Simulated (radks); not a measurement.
# Valence configurations of Ru⁺

One table from this session's results is given with a row withheld; the runs are named, their logs left out.

Method: Dirac Kohn-Sham, PBE, spin-unpolarised, spherical densities, finite nucleus; open shells are shared between the two j in proportion to 2j + 1. Code: radks (a radial shooting solver on a logarithmic mesh, Libxc functionals) version 1.

**Starting point**

- element: ruthenium (Z = 44)
- charge: +1
- electrons: 43
- configuration: [Kr] 4d7
- nuclear rms radius: 4.4809 fm
- others tried: 4d6 5s1; 4d5 5s1 5p1; 4d5 5s2; 4d5 5p2; 4d5 5s1.5 5p0.5; 4d6.5 5s0.5; 4d6.5 5p0.5; 4d6 5s0.5 5p0.5; 4d6 5p1

Outer shells as boxes (Hund's rule):

Ru⁺
```
[Kr] core
4d [↑↓][↑↓][↑ ][↑ ][↑ ]
```

Set-up of the first run:

The run's settings:

```text
Z 44
configuration [Kr] 4d7
relativity Dirac
functional pbe,pbe
spin unpolarised
j_filling average
nucleus finite rms 4.4809 fm
c 137.035999084
```

Steps of the session up to this table: [Kr] 4d7.

One table of the session follows, with a row left open; its other results are not shown here.

From the orbitals of this run (lengths in bohr):

```
level     <r>  outermost maximum (interpolated)  90 % within  nodes
3p3/2       ?                                 ?            ?      ?
3d3/2  0.3821                             0.300        0.608      0
3d5/2  0.3856                             0.302        0.613      0
4s1/2   1.020                             0.915         1.48      3
4p1/2   1.108                             0.967         1.64      2
4p3/2   1.140                             0.992         1.69      2
4d3/2   1.629                              1.21         2.64      1
4d5/2   1.651                              1.22         2.68      1
```

Estimate the missing values for 3p3/2.

The run gave: <r>: 0.4063; outermost maximum (interpolated): 0.358; 90 % within: 0.613; nodes: 1. In the column «<r>» it lies between 3d5/2 (0.3856) and 4s1/2 (1.020).
